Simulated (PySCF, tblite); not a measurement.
# Si20F12: electronic excitations, NMR shifts

Aim: compute the electronic excitations, NMR shifts of Si20F12.

Computed with tblite 0.8.0 and PySCF 2.14.0 and routines of our own; the level stands in each step. Atoms count from 0.

## 1. The starting structure

32 atoms, charge 0, multiplicity 1; geometry from: force field, distance geometry or constructed start.

## 2. Relaxing the molecule with GFN2-xTB

Job settings and geometry (Å):

```
{"job": {"kind": "relax", "xc": "GFN2-xTB", "basis": "xTB"}, "charge": 0, "multiplicity": 1}
Si     1.940600     1.115800    -0.226600
Si    -0.003200     2.237800     0.218100
Si    -1.930500     1.115300    -0.224000
Si    -1.936400    -1.113200     0.218800
Si    -0.001000    -2.236400    -0.221600
Si     1.932400    -1.118100     0.222400
Si    -3.871300    -2.233500    -0.228300
Si    -3.868000    -4.467600     0.226500
Si    -1.933000    -5.590000    -0.225400
Si    -0.002800    -4.471100     0.226600
Si     3.869300     4.469100    -0.227100
Si     1.933200     5.585900     0.225000
Si    -0.003400     4.471000    -0.220000
Si     3.873600     2.234600     0.222300
Si     3.869200    -2.230100    -0.224800
Si     1.933800    -5.587300    -0.218700
Si     3.871800    -4.468400     0.225900
Si    -1.936800     5.584500     0.224000
Si    -3.872000     4.472100    -0.222500
Si    -3.868600     2.236100     0.227700
F     -5.300000    -1.407900     0.108100
F     -5.298600    -5.292300    -0.106800
F     -1.932300    -7.230200     0.113200
F      5.293500     5.289500     0.105100
F      1.936200     7.237400    -0.105700
F      5.291600     1.410800    -0.104100
F      5.298400    -1.409400     0.105900
F      1.935100    -7.234200     0.107800
F      5.298300    -5.293400    -0.108600
F     -1.934600     7.235200    -0.103200
F     -5.294100     5.294400     0.105500
F     -5.299600     1.413000    -0.106400
```

Launch:

```console
$ OMP_NUM_THREADS=2 python large_run.py task.json out
```

The driver reads the jobs from task.json and runs them one after another.

The program printed:

```text
step      E/eV     max force
  0   -2490.73045    1.116
  1   -2491.01057    0.961
  2   -2491.72536    1.442
  3   -2491.97084    1.095
  4   -2492.23926    0.593
  5   -2492.31129    0.577
  6   -2492.51351    0.660
  7   -2492.63077    0.620
  8   -2492.75407    0.616
  9   -2492.81140    0.392
 10   -2492.83512    0.291
 11   -2492.84689    0.151
 12   -2492.85205    0.137
 13   -2492.85900    0.194
 14   -2492.86889    0.254
 15   -2492.88368    0.287
 16   -2492.90188    0.256
 17   -2492.92057    0.247
 18   -2492.93549    0.179
 19   -2492.94321    0.121
 20   -2492.94619    0.096
 21   -2492.94789    0.098
 22   -2492.94955    0.091
 23   -2492.95191    0.095
 24   -2492.95564    0.124
 25   -2492.96147    0.154
 26   -2492.96942    0.162
 27   -2492.97720    0.139
 28   -2492.98275    0.129
 29   -2492.98706    0.099
 30   -2492.99061    0.092
 31   -2492.99450    0.125
 32   -2493.00107    0.167
 33   -2493.01228    0.204
 34   -2493.03061    0.286
 35   -2493.06098    0.475
 36   -2493.10071    0.445
 37   -2493.14238    0.629
 38   -2493.26227    0.455
 39   -2493.31744    0.419
 40   -2493.34367    0.584
 41   -2493.39029    0.263
 42   -2493.41348    0.274
 43   -2493.47193    0.362
 44   -2493.54743    0.496
 45   -2493.66910    0.750
 46   -2493.80186    0.784
 47   -2493.91091    0.560
 48   -2493.90167    0.849
 49   -2493.98611    0.328
 50   -2494.01572    0.261
 51   -2494.07367    0.329
 52   -2494.09713    0.376
 53   -2494.12734    0.370
 54   -2494.16329    0.370
 55   -2494.20262    0.384
 56   -2494.24482    0.424
 57   -2494.27933    0.487
 58   -2494.31575    0.473
 59   -2494.34922    0.358
 60   -2494.38692    0.366
 61   -2494.42949    0.294
 62   -2494.45674    0.326
 63   -2494.46346    0.288
 64   -2494.48431    0.214
 65   -2494.49628    0.196
 66   -2494.51688    0.194
 67   -2494.52597    0.193
 68   -2494.53411    0.174
 69   -2494.54238    0.139
 70   -2494.55291    0.149
 71   -2494.56063    0.145
 72   -2494.56860    0.182
 73   -2494.57694    0.171
 74   -2494.58485    0.141
 75   -2494.59070    0.125
 76   -2494.59424    0.087
 77   -2494.59654    0.102
 78   -2494.59883    0.087
 79   -2494.60129    0.101
 80   -2494.60445    0.130
 81   -2494.60830    0.134
 82   -2494.61286    0.132
 83   -2494.61743    0.120
 84   -2494.62100    0.090
 85   -2494.62323    0.082
 86   -2494.62465    0.069
 87   -2494.62572    0.059
 88   -2494.62668    0.054
 89   -2494.62747    0.049
 90   -2494.62797    0.038
 91   -2494.62832    0.031
 92   -2494.62870    0.042
 93   -2494.62917    0.049
 94   -2494.62965    0.046
 95   -2494.63007    0.044
 96   -2494.63046    0.047
 97   -2494.63095    0.049
 98   -2494.63160    0.043
 99   -2494.63231    0.040
100   -2494.63293    0.041
101   -2494.63344    0.047
102   -2494.63390    0.044
103   -2494.63434    0.034
104   -2494.63470    0.032
105   -2494.63498    0.032
106   -2494.63526    0.032
107   -2494.63560    0.040
108   -2494.63602    0.040
109   -2494.63645    0.039
110   -2494.63685    0.038
111   -2494.63728    0.039
112   -2494.63778    0.042
113   -2494.63834    0.057
114   -2494.63889    0.055
115   -2494.63939    0.047
116   -2494.63988    0.041
117   -2494.64039    0.044
118   -2494.64084    0.044
119   -2494.64115    0.032
120   -2494.64140    0.029
121   -2494.64170    0.033
122   -2494.64209    0.041
123   -2494.64252    0.039
124   -2494.64286    0.028
125   -2494.64312    0.029
126   -2494.64339    0.032
127   -2494.64372    0.038
128   -2494.64408    0.037
129   -2494.64436    0.026
130   -2494.64453    0.027
131   -2494.64465    0.020
132   -2494.64474    0.018
```

Wall time 23 s (2 threads of Arm Neoverse V1, shared host); peak memory 0.16 GiB.

Step by step:

```tsv
step	energy from step 0 (eV)	largest force (eV/Å)
0	0.0000	1.1163
1	-0.2801	0.9606
2	-0.9949	1.4420
3	-1.2404	1.0946
4	-1.5088	0.5927
5	-1.5808	0.5766
6	-1.7831	0.6603
7	-1.9003	0.6198
8	-2.0236	0.6164
18	-2.2050	0.1790
29	-2.2566	0.0989
40	-2.6132	0.5839
51	-3.3432	0.3290
62	-3.7263	0.3258
73	-3.8465	0.1710
84	-3.8906	0.0904
95	-3.8996	0.0440
106	-3.9048	0.0322
117	-3.9099	0.0442
128	-3.9136	0.0370
129	-3.9139	0.0255
130	-3.9141	0.0269
131	-3.9142	0.0201
132	-3.9143	0.0171
```

Distances of close pairs at the start and the end, largest changes first:

```tsv
bond	before (Å)	after (Å)	change (Å)
Si1–Si12	2.276	2.431	+0.156
Si4–Si9	2.279	2.431	+0.151
Si2–Si3	2.272	2.378	+0.106
Si0–Si5	2.279	2.378	+0.099
Si1–Si2	2.274	2.361	+0.088
Si4–Si5	2.277	2.362	+0.084
Si3–Si4	2.281	2.362	+0.081
Si0–Si1	2.288	2.361	+0.073
```

The next job starts from the end point, and lists it.

## 3. Electronic excitations: TDDFT PBE/6-31G*

Job settings and geometry (Å):

```
{"job": {"kind": "uv", "basis": "6-31G*", "grid": 1, "kgrid": 0, "vcut": null, "nstates": 6, "ntriplets": 2, "tda": false, "delta": ["ip_vertical"], "pop": true, "xc": "PBE"}, "charge": 0, "multiplicity": 1}
Si     1.746643     0.967910    -0.691760
Si    -0.000316     2.357180     0.078904
Si    -1.748469     0.968219    -0.689744
Si    -1.747799    -0.967755     0.690698
Si    -0.000712    -2.356977    -0.082212
Si     1.746046    -0.967437     0.689397
Si    -3.567392    -2.319468     0.458691
Si    -4.296920    -4.470152    -0.006905
Si    -2.108720    -5.173429     0.290308
Si    -0.000089    -4.748572    -0.516084
Si     4.296809     4.468160     0.009521
Si     2.107578     5.173224    -0.289860
Si     0.000248     4.748518     0.518003
Si     3.565751     2.319274    -0.458568
Si     3.565642    -2.317971     0.458067
Si     2.109268    -5.172941     0.287130
Si     4.297575    -4.467373    -0.008273
Si    -2.106854     5.174586    -0.290861
Si    -4.296207     4.470870     0.009924
Si    -3.566962     2.322371    -0.457541
F     -4.825308    -1.571626     1.238213
F     -3.910021    -4.225576    -1.688451
F     -2.208831    -6.785746     0.646793
F      3.905546     4.226735     1.689882
F      2.207108     6.786917    -0.641683
F      4.823805     1.570949    -1.237199
F      4.822555    -1.569301     1.238265
F      2.208017    -6.786065     0.639762
F      3.909658    -4.224499    -1.689758
F     -2.206853     6.788754    -0.639845
F     -3.905516     4.226797     1.690587
F     -4.824410     1.573387    -1.236390
```

Level: TDDFT PBE/6-31G*, vertical, gas phase, core orbitals frozen in the response.

The program printed:

```text
start: PBE on a coarse grid of 43980 points
cycle   1  E = -6983.5086953898  dE =  3.754e+00  |g| = 2.104e+00  |ddm| = 7.170e+00
cycle   2  E = -6958.7717272983  dE =  2.474e+01  |g| = 9.965e+00  |ddm| = 1.789e+01
cycle   3  E = -6982.6723545764  dE = -2.390e+01  |g| = 2.200e+00  |ddm| = 1.575e+01
cycle   4  E = -6982.7563673936  dE = -8.401e-02  |g| = 1.901e+00  |ddm| = 6.963e+00
cycle   5  E = -6983.5857448094  dE = -8.294e-01  |g| = 1.326e+00  |ddm| = 6.048e+00
cycle   6  E = -6984.2287772369  dE = -6.430e-01  |g| = 5.009e-01  |ddm| = 3.422e+00
cycle   7  E = -6984.2109324786  dE =  1.784e-02  |g| = 5.339e-01  |ddm| = 2.268e+00
cycle   8  E = -6984.3456254832  dE = -1.347e-01  |g| = 7.944e-02  |ddm| = 1.488e+00
cycle   9  E = -6984.3440774367  dE =  1.548e-03  |g| = 8.646e-02  |ddm| = 3.218e-01
cycle  10  E = -6984.3429405121  dE =  1.137e-03  |g| = 9.343e-02  |ddm| = 3.830e-01
cycle  11  E = -6984.3480686368  dE = -5.128e-03  |g| = 1.804e-02  |ddm| = 2.556e-01
cycle  12  E = -6984.3481430638  dE = -7.443e-05  |g| = 1.476e-02  |ddm| = 5.832e-02
cycle  13  E = -6984.3481987458  dE = -5.568e-05  |g| = 5.508e-03  |ddm| = 3.489e-02
final grid: 181565 points
cycle  14  E = -6983.9880621154  dE =  4.365e-04  |g| = 3.069e-02  |ddm| = 1.073e-01
cycle  15  E = -6983.9716750714  dE =  1.639e-02  |g| = 1.672e-01  |ddm| = 5.391e-01
cycle  16  E = -6983.9885210051  dE = -1.685e-02  |g| = 1.483e-02  |ddm| = 4.719e-01
cycle  17  E = -6983.9885732457  dE = -5.224e-05  |g| = 4.849e-03  |ddm| = 3.399e-02
cycle  18  E = -6983.9885824233  dE = -9.178e-06  |g| = 2.309e-03  |ddm| = 1.590e-02
cycle  19  E = -6983.9885830262  dE = -6.029e-07  |g| = 1.938e-03  |ddm| = 8.712e-03
cycle  20  E = -6983.9885895462  dE = -6.520e-06  |g| = 6.802e-04  |ddm| = 5.844e-03
cycle  21  E = -6983.9885886977  dE =  8.485e-07  |g| = 2.814e-04  |ddm| = 2.037e-03
cycle  22  E = -6983.9885895224  dE = -8.247e-07  |g| = 9.344e-05  |ddm| = 8.750e-04
converged SCF energy = -6983.9885895224
Vertical ionisation energy (delta-SCF) = 6.6381 eV   <S^2> = 0.758

Static polarisability (au): isotropic 939.073, principal 331.763 1148.211 1337.244

Singlet excitations
state   eV       nm        f      main configurations
  1   0.8016   1546.7   0.02434   H->L 0.85, H-1->L+1 0.11
  2   0.8706   1424.1   0.00001   H->L+1 0.90
  3   0.8932   1388.1   0.00656   H->L+2 0.91
  4   0.8982   1380.4   0.00000   H-1->L 0.93
  5   0.9963   1244.4   0.01721   H-1->L+1 0.86, H->L 0.09
  6   1.0307   1202.9   0.00001   H-1->L+2 0.70, H->L+3 0.26

Triplet excitations (Tamm-Dancoff, eV): 0.5738 0.5742
```

It took 61 s on 2 threads of Arm Neoverse V1, shared host; peak memory 1.6 GiB.

The orbitals next to the gap, with their largest atomic shares:

```tsv
orbital	eV	atoms
HOMO−4	-5.98	Si18 12 %, Si10 12 %, Si16 12 %
HOMO−3	-5.86	Si7 7 %, Si18 7 %, Si6 7 %
HOMO−2	-5.86	Si9 12 %, Si12 12 %, Si10 9 %
HOMO−1	-5.51	Si9 11 %, Si12 11 %, Si5 7 %
HOMO	-5.32	Si2 8 %, Si3 8 %, Si0 8 %
LUMO	-4.66	Si11 9 %, Si17 9 %, Si15 9 %
LUMO+1	-4.61	Si6 11 %, Si14 11 %, Si19 11 %
LUMO+2	-4.53	Si1 14 %, Si4 13 %, Si13 8 %
LUMO+3	-4.38	Si11 13 %, Si15 13 %, Si17 13 %
```

With each of the 6 states as a Gaussian band of 0.4 eV half-width at 1/e, the curve within the window shown has maxima at 1406 nm (ε 1,900) L/(mol cm). Beyond the last state computed it falls off for lack of states. The curve at chosen wavelengths:

```csv
nm,ε (L/mol/cm)
932,598
955,699
977,798
1000,902
1023,1005
1046,1105
1068,1197
1091,1289
1114,1374
1136,1449
1159,1521
1182,1586
1205,1643
1227,1690
1250,1733
1273,1769
1296,1798
1318,1819
1341,1836
1364,1847
1386,1853
1409,1855
1432,1852
1455,1846
1477,1836
1500,1823
```

Leading natural transition orbitals of singlet state 1: the hole lies on 8 Si atoms about 7 % each; the particle on 4 Si atoms about 8 % each.

Further results of this job:

```tsv
property	computed
dipole moment (D)	0.01
polarisability (Å³)	139.16
HOMO–LUMO gap (eV)	0.66
−ε(HOMO) (eV)	5.32
```

The fields below are evaluated on a grid from the run's orbitals.

Frontier orbitals at PBE/6-31G*, with the share of their density that lies nearest to each atom:

```tsv
orbital	energy (eV)	lies on
HOMO	-5.32	8 Si atoms about 8 % each
LUMO	-4.66	4 Si atoms about 9 % each
```

ELF in a plane through or near 10 of the atoms.

Ten even steps from ' ' (0.00) to '@' (0.97):
```
                                                        
            ..::                        ::..            
          ##@@@@%%::                ::%%@@@@##          
        --@@@@++%%++  ....    ..::..++%%++@@@@--        
        ..%%==**--%%----..    ..----@@--##--%%..        
          --%%--++##==--++    ++::==%%**==%%::          
    ..++**----%%--++++@@##====##@@==++--%%----****..    
    ::**##::++::::  ::==..%%##..++::  ::::**::####::    
      ::..--@@%%::--##@@==####==@@##--::%%%%--..::      
          ++==::##**++==++....++====**##::++++          
          ++==::##**--==++....++==::**##::++++          
      ::..--%%%%::--##@@==####==@@##--::%%##--::::      
    ::**##::++::::  ..==..%%##..==::  ::..##::%%##::    
    ..++**--::%%--++++@@##====##@@++++--%%::--##**..    
          --%%--++##----++    ++::==%%**--%%::          
        ..%%--%%--%%----..    ..----@@--%%--%%::        
        ::@@@@==##++......    ..::..++%%==@@@@--        
          ##@@@@%%::                ::%%@@@@##          
            ..::                        ::..            
                                                        
```
The map spans 18.8 Å across and 14.9 Å up, centred on the molecule. Atoms in the plane (x, y in Å): Si1 (2.4, 0.0), Si4 (-2.4, 0.0), Si7 (-4.5, -4.3), Si8 (-5.2, -2.1), Si10 (4.5, 4.3), Si11 (5.2, 2.1), Si15 (-5.2, 2.1), Si16 (-4.5, 4.3), Si17 (5.2, -2.1), Si18 (4.5, -4.3).

log10 of the density (e/Å³) in the same plane.

Ten even steps from ' ' (-4.0) to '@' (1.7):
```
            ......                    ......            
          ::::::::::....        ....::::::::::          
        ::--==++==--------....--------==++==--::        
      ..--==++**++++==++==::--==++==++++****==--..      
      ..--++**@@******++==----++++******@@**++--..      
    ::--==++********##**++====++**%%********++==--::    
    ==++********++++****++++++******++++********++==..  
  ..==**##**@@**++==++************++==++**@@**##**==..  
    --==++++****++++++**************++++****++++==--    
    ..::--++********%%**++++++++**##********++==::..    
    ..::--++********%%**++++++++**%%********++--::..    
    --==++++****++++****************++++****++++==--    
  ..==**##**%%**++==++************++==++**@@**##**==..  
    ==++********++++****++++++******++++********++==..  
    ::--==++********##**++====++**%%********++==--::    
      ..--++**@@******++==----++++******@@**++--..      
      ..--==++**++++==++==::--==++==++++****==--..      
        ::--==++==--------....--------==++==--::        
          ::::::::::....        ....::::::::::          
            ......                    ......            
```
The map spans 18.8 Å across and 14.9 Å up, centred on the molecule. Atoms in the plane (x, y in Å): Si1 (2.4, 0.0), Si4 (-2.4, 0.0), Si7 (-4.5, -4.3), Si8 (-5.2, -2.1), Si10 (4.5, 4.3), Si11 (5.2, 2.1), Si15 (-5.2, 2.1), Si16 (-4.5, 4.3), Si17 (5.2, -2.1), Si18 (4.5, -4.3).

On the surface of density 0.002 e/bohr³ the electrostatic potential runs, from the 1st to the 99th percentile, from -0.71 V near F30 to 1.77 V near Si15.

[end of part 1 of 2]
